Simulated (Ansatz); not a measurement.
# AlHSO5 with one H vacancy: molecular dynamics

Aim: see whether any ions leave their sites. Runs: 180 steps of 0.5 fs at constant energy, with velocities drawn for 1400 K; 290 steps of 0.5 fs under a Langevin thermostat at 1120 K. Host space group C2/c, cell charge -1.

Program: Ansatz 0.2.0. Level of theory: DFT PBEsol, plane waves, PAW, scalar-relativistic, no spin polarisation. These are calculated values, not measurements.

**1. The starting structure**

The cell holds 31 atoms (Al4H3O20S4): a = 7.247 Å, b = 7.247 Å, c = 7.229 Å, α = 88.81°, β = 88.81°, γ = 60.74°.

The coordinates stand in the first input below.

**2. Run 1**

180 steps of 0.5 fs at constant energy, with velocities drawn for 1400 K.

input.yaml reads:

```yaml
accuracy: low
crystal:
  lattice:
    - [0.150128, 3.663727, 6.250317]
    - [0.150128, -3.663727, 6.250317]
    - [7.228802, 0.0, 0.0]
  atoms:
    - { symbol: Al, position: [0.0, 0.0, 0.5] }
    - { symbol: Al, position: [0.25, 0.25, 0.25] }
    - { symbol: H, position: [0.5944, 0.1556, 0.125] }
    - { symbol: S, position: [0.494123, 0.755877, 0.375] }
    - { symbol: S, position: [0.005877, 0.744123, 0.125] }
    - { symbol: O, position: [0.1667385, 0.1828055, 0.0125375] }
    - { symbol: O, position: [0.0671945, 0.0832615, 0.7374625] }
    - { symbol: O, position: [0.3332615, 0.3171945, 0.4874625] }
    - { symbol: O, position: [0.4328055, 0.4167385, 0.7625375] }
    - { symbol: O, position: [0.2927045, 0.7906525, 0.4678455] }
    - { symbol: O, position: [0.4593475, 0.9572955, 0.2821545] }
    - { symbol: O, position: [0.2072955, 0.7093475, 0.0321545] }
    - { symbol: O, position: [0.0406525, 0.5427045, 0.2178455] }
    - { symbol: O, position: [0.040217, 0.209783, 0.375] }
    - { symbol: O, position: [0.459783, 0.290217, 0.125] }
    - { symbol: Al, position: [0.5, 0.5, 0.0] }
    - { symbol: Al, position: [0.75, 0.75, 0.75] }
    - { symbol: H, position: [0.4056, 0.8444, 0.875] }
    - { symbol: H, position: [0.0944, 0.6556, 0.625] }
    - { symbol: S, position: [0.994123, 0.255877, 0.875] }
    - { symbol: S, position: [0.505877, 0.244123, 0.625] }
    - { symbol: O, position: [0.6667385, 0.6828055, 0.5125375] }
    - { symbol: O, position: [0.5671945, 0.5832615, 0.2374625] }
    - { symbol: O, position: [0.8332615, 0.8171945, 0.9874625] }
    - { symbol: O, position: [0.9328055, 0.9167385, 0.2625375] }
    - { symbol: O, position: [0.7927045, 0.2906525, 0.9678455] }
    - { symbol: O, position: [0.9593475, 0.4572955, 0.7821545] }
    - { symbol: O, position: [0.7072955, 0.2093475, 0.5321545] }
    - { symbol: O, position: [0.5406525, 0.0427045, 0.7178455] }
    - { symbol: O, position: [0.540217, 0.709783, 0.875] }
    - { symbol: O, position: [0.959783, 0.790217, 0.625] }
total_charge: -1
basis:
  ecutwfc: 420.0
kpoints:
  mp_grid: { grid: [2, 2, 2] }
hamiltonian:
  xc: pbesol
scf:
  occupations: { method: fermi_dirac, width: 0.05 }
  lower_state_search: "off"
md:
  timestep: 0.5
  n_steps: 180
  ensemble: nve
  temperature: 1400.0
  initial_velocities: maxwell_boltzmann
  seed: 272574
```

The run is started by

```console
> ansatz run input.yaml --threads 2 --pin off --max-ram 5120MiB --backend cpu --events-out ev --progress --plain --runs-dir out
```

Output (excerpt; [...] marks lines left out):

```text
Warning: md: disabling space-group detection — thermal motion breaks the input geometry's symmetry, so no spatial operation reduces the k-mesh or symmetrises the density; time reversal is kept, so that k and −k are solved as one point where they differ and the mesh holds both, and exact [...]
Warning: RAYON_NUM_THREADS=2 ignored (pool sized by the plan → 2); use --threads N
[...]
Pseudopotentials: kind: paw
Pseudopotential: Al, paw, valence charge 3, recommended cutoff 420 eV (normal), Al.paw.azcp
Pseudopotential: H, paw, valence charge 1, recommended cutoff 420 eV (normal), H.paw.azcp
Pseudopotential: S, paw, valence charge 6, recommended cutoff 420 eV (normal), S.paw.azcp
Pseudopotential: O, paw, valence charge 6, recommended cutoff 420 eV (normal), O.paw.azcp
Functional definition: PBEsol
[...]
Crystal: 31 atoms, lattice volume = 331.071 Å³
Basis set: ecut = 420 eV, 6457 PW (Γ), exchange–correlation on 100×100×100 points (8 copies of the dense FFT grid, shifted against one another)
Bands: 111, of which v1, the nominal top of the filled ones, is band 80 counted from 1 (79 counted from 0)
Symmetry: 1 space group operations
k-points: 8
[...]
SCF iter   1: F=—  HF=-16904.061509 eV  |F-HF|=—  |Δ(HF+E_count)|=         —  Δρ=2.54e-2  dr2=2.32e0  ethr=1.77e-3  ⟨swp⟩=6.0  Hψ=4193  notcnv=0  defer=67
[...]
md step     0: t =     0.00 fs  T =  1400.0 K  F+E_penalty+E_count = -16903.27720045 eV  E_kin = 5.428920 eV  conserved = -16897.84828049 eV  (11 SCF iters)
[...]
md step     6: t =     3.00 fs  T =  1158.1 K  F+E_penalty+E_count = -16902.33322474 eV  E_kin = 4.491031 eV  conserved = -16897.84219386 eV  (4 SCF iters)
md step     7: t =     3.50 fs  T =  1121.9 K  F+E_penalty+E_count = -16902.19370950 eV  E_kin = 4.350403 eV  conserved = -16897.84330620 eV  (4 SCF iters)
```

**3. The output, continued: dynamics from the start**

Output, continued (excerpt; [...] marks lines left out):

```text
md step     8: t =     4.00 fs  T =  1084.1 K  F+E_penalty+E_count = -16902.04814549 eV  E_kin = 4.204039 eV  conserved = -16897.84410602 eV  (4 SCF iters)
[...]
md step    23: t =    11.50 fs  T =   723.1 K  F+E_penalty+E_count = -16900.64374953 eV  E_kin = 2.804007 eV  conserved = -16897.83974255 eV  (4 SCF iters)
[...]
md step    38: t =    19.00 fs  T =   864.6 K  F+E_penalty+E_count = -16901.19875707 eV  E_kin = 3.352789 eV  conserved = -16897.84596795 eV  (4 SCF iters)
[...]
md step    53: t =    26.50 fs  T =   800.6 K  F+E_penalty+E_count = -16900.94589607 eV  E_kin = 3.104442 eV  conserved = -16897.84145411 eV  (4 SCF iters)
[...]
md step    66: t =    33.00 fs  T =   842.6 K  F+E_penalty+E_count = -16901.11355524 eV  E_kin = 3.267479 eV  conserved = -16897.84607660 eV  (4 SCF iters)
[...]
md step    67: t =    33.50 fs  T =   812.5 K  F+E_penalty+E_count = -16900.99582397 eV  E_kin = 3.150663 eV  conserved = -16897.84516050 eV  (4 SCF iters)
[...]
SCF converged after 8 iterations
Free energy (F): -16901.131440 eV
[...]
E sigma→0 (E₀):  -16901.131440 eV
Fermi energy:    6.379624 eV
[...]
--- Forces (eV/Å), atoms counted from 1 ---
  atom   1  Al     1.10795188     0.38387329    -1.25332175
  atom   2  Al     0.71499648     0.04904178     1.74271027
  atom   3  H      0.05749973    -0.28741723    -0.87015816
  atom   4  S      2.40238721     5.19143033    -4.94133402
  atom   5  S      1.14915411    -1.24054207     0.40888943
  atom   6  O     -2.29778027    -0.32288094    -0.22954920
  atom   7  O     -0.16974980     0.01381463     1.13628954
  atom   8  O      1.30352567    -0.30309373     0.92297629
[...]
--- MD trajectory: 180 steps, t = 0.0 → 90.0 fs ---
  final state: T = 847.4 K   F+E_penalty+E_count = -16901.13144025 eV   E_kin = 3.285870 eV
  conserved energy: peak-to-peak 9.787e-3 eV (3.157e-4 eV/atom) over 90.0 fs
```

Wall time 15 min (2 threads of Intel Xeon Platinum 8175M at 2.50GHz (Skylake/Cascade Lake), shared host); peak memory 1 GiB.

**4. What the atoms did**

The trajectory, every 10 steps (energies from step 0); msd is the mean square displacement from the start, the centre of mass held:

```csv
time (fs),T (K),potential energy change (meV/atom),total energy change (meV/atom),msd H (Å²),msd O (Å²),msd Al (Å²),msd S (Å²)
0.0,1400,0.0,0.00,0.000,0.000,0.000,0.000
5.0,993,51.0,0.12,0.069,0.004,0.002,0.003
10.0,758,80.4,0.13,0.215,0.014,0.009,0.005
15.0,808,74.2,0.12,0.361,0.024,0.019,0.004
20.0,837,70.6,0.18,0.460,0.035,0.034,0.003
25.0,792,76.2,0.22,0.556,0.044,0.051,0.007
30.0,848,69.3,0.22,0.660,0.051,0.063,0.018
35.0,711,86.4,0.28,0.788,0.059,0.063,0.033
40.0,606,99.6,0.25,0.938,0.068,0.055,0.044
45.0,584,102.4,0.23,1.096,0.077,0.048,0.044
50.0,612,98.8,0.25,1.202,0.084,0.047,0.039
55.0,756,80.6,0.11,1.286,0.085,0.051,0.035
60.0,720,85.3,0.19,1.384,0.083,0.057,0.035
65.0,825,72.1,0.10,1.506,0.081,0.062,0.035
70.0,757,80.5,0.11,1.627,0.082,0.064,0.033
75.0,674,91.0,0.16,1.777,0.084,0.061,0.028
80.0,778,77.9,0.07,1.846,0.084,0.054,0.026
85.0,903,62.3,0.13,1.918,0.081,0.043,0.028
90.0,847,69.2,0.09,1.903,0.078,0.031,0.033
```

time (fs), T (K) and a bar:
```
      0.0       1400 ##############################
      4.0       1084 ##################
      8.0        767 ######
     11.5        723 ####
     15.5        798 #######
     19.5        854 #########
     23.5        845 #########
     27.5        852 #########
     31.5        865 #########
     35.0        711 ####
     39.0        617 
     43.0        621 
     47.0        620 
     51.0        667 ##
     55.0        756 #####
     58.5        711 ####
     62.5        752 #####
     66.5        816 ########
     70.5        750 #####
     74.5        672 ##
     78.5        702 ###
     82.0        796 #######
     86.0        904 ###########
     90.0        847 #########
```

Pair distribution over the second half of the run:

```csv
r (Å),g O–O,g Al–O,g S–O
0.68,0.00,0.00,0.00
0.84,0.00,0.00,0.00
1.00,0.00,0.00,0.00
1.16,0.00,0.00,0.00
1.32,0.00,0.00,0.68
1.48,0.00,0.08,12.65
1.64,0.00,0.83,1.50
1.80,0.00,4.09,0.00
1.96,0.00,5.17,0.00
2.12,0.00,2.02,0.00
2.28,0.93,0.54,0.00
2.44,2.45,0.21,0.00
2.60,2.13,0.12,0.00
2.76,2.08,0.00,0.06
2.92,1.47,0.00,0.18
3.08,0.93,0.00,0.13
```

First peaks of g(r) (not always the tallest), and, where a minimum follows, the mean number of second-named atoms round a first-named one up to the next minimum:

```csv
pair,peak (Å),height,minimum (Å),neighbours
O–O,2.44,2.5,-,-
Al–O,1.88,5.6,2.76,6.0
S–O,1.48,12.6,1.80,4.0
```

**5. Snapshots as a file**

Positions (Å) and forces (eV/Å):

```xyz
31
Lattice="0.150 3.664 6.250 0.150 -3.664 6.250 7.229 0.000 0.000" Properties=species:S:1:pos:R:3:forces:R:3 pbc="T T T" time_fs=30.0 T=848 dE=2.1477
Al    3.651    0.059    0.332    0.954    0.914   -3.287
Al    2.064   -0.208    2.921   -3.142    1.519    6.560
H     0.826    1.401    4.389   -0.922    2.933   -1.090
S     2.888   -0.859    7.862    2.378    2.627   -4.632
S     0.856   -2.659    4.659    0.882   -1.334    0.027
O     0.184   -0.078    2.195   -1.661   -0.295   -0.211
O     5.405   -0.105    0.903    0.135   -0.250    0.934
O     3.816   -0.153    3.970    0.043    0.655    0.276
O     5.769    0.092    5.391   -0.214   -0.326   -0.804
O     3.541   -1.646    6.719    0.157   -0.818    1.411
O     2.400   -1.684    8.884   -2.085   -2.854    2.796
O     0.505   -1.637    5.657   -0.467   -0.675    0.057
O     1.259   -2.055    3.350    0.988    0.828    0.791
O     2.652   -0.489    1.522    2.036   -1.494   -4.027
O     1.205    0.593    4.609    0.761   -3.056    0.703
Al    0.224    0.086    6.199    0.222   -0.002    0.332
Al    5.649    0.042    9.403   -0.930   -0.648    0.565
H     6.433   -1.594    7.848    0.091    2.780   -0.381
H     3.593   -2.828    4.326    0.339   -0.072    0.219
S     6.513    2.664    7.902    2.086    2.046   -1.817
S     4.718    0.845    4.661   -1.337   -0.315    1.087
O     3.891    0.080    8.472   -0.075   -0.276   -0.284
O     1.894   -0.038    7.116    0.017    0.073    1.329
O     7.099    0.094   10.623   -1.057   -0.054   -0.795
O     2.004    0.094   11.472    0.742    0.605    0.052
O     7.161    1.815    6.886    0.214   -0.372   -0.454
O     5.856    1.856    8.911   -0.583   -0.351    0.857
O     3.979    1.663    5.638   -0.023    0.211   -0.143
O     5.383    1.671    3.637    0.329    1.465   -1.177
O     6.437   -0.539    7.768    0.435   -2.776    1.202
O     4.604    0.585   10.981   -0.310   -0.688   -0.099
31
Lattice="0.150 3.664 6.250 0.150 -3.664 6.250 7.229 0.000 0.000" Properties=species:S:1:pos:R:3:forces:R:3 pbc="T T T" time_fs=60.0 T=720 dE=2.6444
Al    3.833    0.066    0.174   -2.454   -0.726    2.290
Al    2.006   -0.196    3.094    0.504   -0.593   -2.849
H     1.675    1.241    4.929    1.702    2.044    0.325
S     2.933   -0.857    7.885    3.231    6.321   -6.995
S     0.744   -2.706    4.608    0.941    0.782    2.694
O     0.083    0.040    2.257    0.374   -1.260   -0.792
O     5.417   -0.110    0.954    0.664   -0.317   -0.719
O     3.886   -0.190    3.960   -1.067    0.755   -0.513
O     5.844    0.040    5.181    0.173    0.968    0.408
O     3.703   -1.640    6.860   -0.495   -0.359   -0.158
O     2.359   -1.619    8.835   -3.440   -5.901    6.798
O     0.412   -1.762    5.704   -0.266    1.174    0.543
O     1.224   -2.001    3.415    0.079    1.050   -1.152
O     2.700   -0.568    1.438    0.337    1.213    0.804
O     1.201    0.516    4.571   -0.905   -1.136    0.530
Al    0.276    0.149    6.191   -0.542   -2.497    0.995
Al    5.470   -0.081    9.479    0.554    1.081   -1.025
H     6.551   -1.493    7.946    0.382    1.621   -0.217
H     3.273   -3.294    4.349    0.308    0.104    0.296
S     6.579    2.661    7.877    1.181    3.278   -0.902
S     4.742    0.861    4.586   -1.652   -2.227    2.578
O     3.925    0.145    8.431    0.184   -0.669    0.520
O     1.874    0.070    7.327    0.693   -1.029   -1.221
O     6.887    0.159   10.704    0.572   -0.476   -1.032
O     2.054    0.201   11.342   -1.207   -1.375   -0.153
O     7.265    1.813    6.845   -0.398    1.306    0.249
O     5.909    1.919    8.881   -1.149   -2.482    1.756
O     3.930    1.615    5.585    0.899   -0.319   -0.353
O     5.316    1.759    3.592    0.473    1.079   -1.494
O     6.609   -0.475    7.952   -0.714   -1.760   -0.054
O     4.365    0.368   10.946    1.038    0.349   -1.157
31
Lattice="0.150 3.664 6.250 0.150 -3.664 6.250 7.229 0.000 0.000" Properties=species:S:1:pos:R:3:forces:R:3 pbc="T T T" time_fs=90.0 T=847 dE=2.1458
Al    3.689   -0.046    0.234    1.108    0.384   -1.253
Al    1.903   -0.070    2.940    0.715    0.049    1.743
H     1.970    1.154    5.425    0.058   -0.287   -0.870
S     2.955   -0.953    7.885    2.402    5.191   -4.941
S     0.745   -2.615    4.726    1.149   -1.240    0.409
O     0.226    0.037    2.209   -2.298   -0.323   -0.230
O     5.480   -0.089    0.816   -0.170    0.014    1.136
O     3.660   -0.047    3.898    1.304   -0.303    0.923
O     5.876    0.187    5.114   -0.497   -0.695   -0.242
O     3.690   -1.732    6.879    0.311   -1.038   -0.488
O     2.373   -1.745    8.872   -2.536   -2.603    3.674
O     0.302   -1.781    5.884    0.154   -0.924   -0.388
O     1.237   -1.749    3.647    0.763    0.150   -0.431
O     2.815   -0.515    1.546   -1.203   -0.541    0.714
O     1.368    0.563    4.910   -1.094   -0.024   -0.509
Al    0.226   -0.013    6.341    0.998    1.609   -1.680
Al    5.592   -0.036    9.331   -1.201    0.325    1.064
H     7.127   -1.227    8.339    1.262   -1.952    0.334
H     3.376   -3.279    4.261    0.123    0.088    0.362
S     6.581    2.725    7.855    2.150    2.788   -3.151
S     4.655    0.845    4.548   -0.308   -0.391    1.535
O     3.928    0.094    8.425    0.111   -1.004    0.533
O     2.003   -0.051    7.140   -0.106   -1.240    1.646
O     7.021    0.239   10.470   -2.422   -0.495   -0.731
O     1.827   -0.026   11.334    1.097    1.398    0.816
O     7.321    2.002    6.811    0.358   -2.117   -0.165
O     5.955    1.842    8.781   -1.436   -0.813    1.915
O     4.026    1.560    5.682   -0.336    0.605   -0.043
O     5.129    1.725    3.462    0.824    1.800   -1.025
O     6.696   -0.519    7.899   -1.821    1.510    0.256
O     4.387    0.362   10.989    0.541    0.078   -0.912
```

Reading of run 1. The temperature starts at 1400 K and averages 744 K in the second half, where it ranges from 584 to 906 K. The total energy strays from its start by at most 0.32 meV/atom, 0.3 % of the mean kinetic energy, so a step of 0.5 fs is short enough over this time. By the end 2 of 31 atoms (2 H) stand more than 1.05 Å from where they began, which a hop or a large turn of a group can both give.

**6. Run 2**

290 steps of 0.5 fs under a Langevin thermostat at 1120 K, starting from the last frame of an earlier run, with new velocities.

input.yaml reads:

```yaml
accuracy: low
crystal:
  lattice:
    - [0.150128, 3.663727, 6.250317]
    - [0.150128, -3.663727, 6.250317]
    - [7.228802, 0.0, 0.0]
  atoms:
    - { symbol: Al, position: [0.01243271, 0.02494423, 0.50948614] }
    - { symbol: Al, position: [0.2255963, 0.24477368, 0.25352446] }
    - { symbol: H, position: [0.59140479, 0.27647175, 0.2545668] }
    - { symbol: S, position: [0.50072, 0.76079555, 0.38259847] }
    - { symbol: S, position: [0.0212267, 0.73494788, 0.08733605] }
    - { symbol: O, position: [0.18182451, 0.17165831, 0.02393686] }
    - { symbol: O, position: [0.05310295, 0.0775041, 0.75540195] }
    - { symbol: O, position: [0.30535299, 0.3182488, 0.49328339] }
    - { symbol: O, position: [0.43462976, 0.38350397, 0.79581372] }
    - { symbol: O, position: [0.31387375, 0.78673833, 0.48764914] }
    - { symbol: O, position: [0.4715496, 0.9479379, 0.29878592] }
    - { symbol: O, position: [0.22758361, 0.71374088, 0.02224068] }
    - { symbol: O, position: [0.05308742, 0.53039917, 0.15902532] }
    - { symbol: O, position: [0.0533699, 0.19390569, 0.3842475] }
    - { symbol: O, position: [0.46957184, 0.31593296, 0.17294606] }
    - { symbol: Al, position: [0.50548189, 0.50905405, 0.01014348] }
    - { symbol: Al, position: [0.74148832, 0.75140627, 0.74261613] }
    - { symbol: H, position: [0.49963242, 0.83448961, 0.95819744] }
    - { symbol: H, position: [-0.10668988, 0.78838291, 0.45285791] }
    - { symbol: S, position: [1.0002393, 0.25655474, 0.88428367] }
    - { symbol: S, position: [0.47912964, 0.24844573, 0.62880458] }
    - { symbol: O, position: [0.6868268, 0.66115255, 0.51540052] }
    - { symbol: O, position: [0.56427295, 0.57811809, 0.25335031] }
    - { symbol: O, position: [0.87017539, 0.80487653, 0.9364122] }
    - { symbol: O, position: [0.90313789, 0.91024245, 0.21501265] }
    - { symbol: O, position: [0.81811943, 0.27159494, 0.99014734] }
    - { symbol: O, position: [0.95385781, 0.45110879, 0.79468301] }
    - { symbol: O, position: [0.66735807, 0.24169333, 0.53811615] }
    - { symbol: O, position: [0.51237191, 0.04152163, 0.69798224] }
    - { symbol: O, position: [0.56112295, 0.70271527, 0.90009199] }
    - { symbol: O, position: [0.92840595, 0.82966464, 0.57033825] }
total_charge: -1
basis:
  ecutwfc: 420.0
kpoints:
  mp_grid: { grid: [2, 2, 2] }
hamiltonian:
  xc: pbesol
scf:
  occupations: { method: fermi_dirac, width: 0.05 }
  lower_state_search: "off"
md:
  timestep: 0.5
  n_steps: 290
  ensemble: nvt_langevin
  temperature: 1120.0
  initial_velocities: maxwell_boltzmann
  seed: 27559
  friction: 0.05
```

The run is started by

```console
> ansatz run input.yaml --threads 2 --pin off --max-ram 5120MiB --backend cpu --events-out ev --progress --plain --runs-dir out
```

Output (excerpt; [...] marks lines left out):

```text
Warning: md: disabling space-group detection — thermal motion breaks the input geometry's symmetry, so no spatial operation reduces the k-mesh or symmetrises the density; time reversal is kept, so that k and −k are solved as one point where they differ and the mesh holds both, and exact [...]
Warning: RAYON_NUM_THREADS=2 ignored (pool sized by the plan → 2); use --threads N
[...]
[... 6 set-up lines as earlier in the session ...]
[...]
Crystal: 31 atoms, lattice volume = 331.071 Å³
Basis set: ecut = 420 eV, 6457 PW (Γ), exchange–correlation on 100×100×100 points (8 copies of the dense FFT grid, shifted against one another)
Bands: 111, of which v1, the nominal top of the filled ones, is band 80 counted from 1 (79 counted from 0)
[... 1 set-up line as earlier in the session ...]
k-points: 8
[...]
SCF iter   1: F=—  HF=-16901.518232 eV  |F-HF|=—  |Δ(HF+E_count)|=         —  Δρ=2.18e-2  dr2=1.20e0  ethr=1.77e-3  ⟨swp⟩=6.0  Hψ=4219  notcnv=0  defer=75
[...]
md step     0: t =     0.00 fs  T =  1083.9 K  F+E_penalty+E_count = -16901.13144021 eV  E_kin = 4.343136 eV  (10 SCF iters)
[...]
md step     3: t =     1.50 fs  T =  1059.2 K  F+E_penalty+E_count = -16901.00388156 eV  E_kin = 4.244182 eV  (8 SCF iters)
md step     4: t =     2.00 fs  T =   992.2 K  F+E_penalty+E_count = -16900.86225934 eV  E_kin = 3.975784 eV  (8 SCF iters)
```

**7. More of the same log: dynamics from the last frame of the run before**

The log, continued (excerpt; [...] marks lines left out):

```text
md step     5: t =     2.50 fs  T =  1048.4 K  F+E_penalty+E_count = -16900.72952558 eV  E_kin = 4.200854 eV  (6 SCF iters)
[...]
md step    22: t =    11.00 fs  T =   992.5 K  F+E_penalty+E_count = -16900.33361690 eV  E_kin = 3.977077 eV  (6 SCF iters)
[...]
md step    39: t =    19.50 fs  T =  1056.4 K  F+E_penalty+E_count = -16900.31454562 eV  E_kin = 4.232985 eV  (7 SCF iters)
[...]
md step    56: t =    28.00 fs  T =   917.6 K  F+E_penalty+E_count = -16899.70156136 eV  E_kin = 3.677048 eV  (7 SCF iters)
[...]
md step    72: t =    36.00 fs  T =   888.4 K  F+E_penalty+E_count = -16899.71510567 eV  E_kin = 3.559982 eV  (7 SCF iters)
[...]
md step   290: t =   145.00 fs  T =  1077.5 K  F+E_penalty+E_count = -16899.05058093 eV  E_kin = 4.317498 eV  (8 SCF iters)
SCF converged after 8 iterations
Free energy (F): -16899.050581 eV
[...]
E sigma→0 (E₀):  -16899.050581 eV
Fermi energy:    6.815077 eV
[...]
--- Forces (eV/Å), atoms counted from 1 ---
  atom   1  Al    -0.38573595     1.25811222     2.83357670
  atom   2  Al     1.83583997    -1.63103963    -4.07514861
  atom   3  H     -1.61437094    -1.04739312    -0.98116218
  atom   4  S      3.72712903    -2.13903800    -0.46790103
  atom   5  S     -2.24516746    -3.06599074     0.70659212
  atom   6  O      0.13560336    -0.41463658    -1.08595582
  atom   7  O      0.12977218     0.52946416    -1.37588264
  atom   8  O     -1.50488094    -2.58318408    -2.20289540
[...]
--- MD trajectory: 290 steps, t = 0.0 → 145.0 fs ---
  final state: T = 1077.5 K   F+E_penalty+E_count = -16899.05058093 eV   E_kin = 4.317498 eV
```

Wall time 29 min (2 threads of Intel Xeon Platinum 8175M at 2.50GHz (Skylake/Cascade Lake), shared host); peak memory 1 GiB.

[end of part 1 of 2]
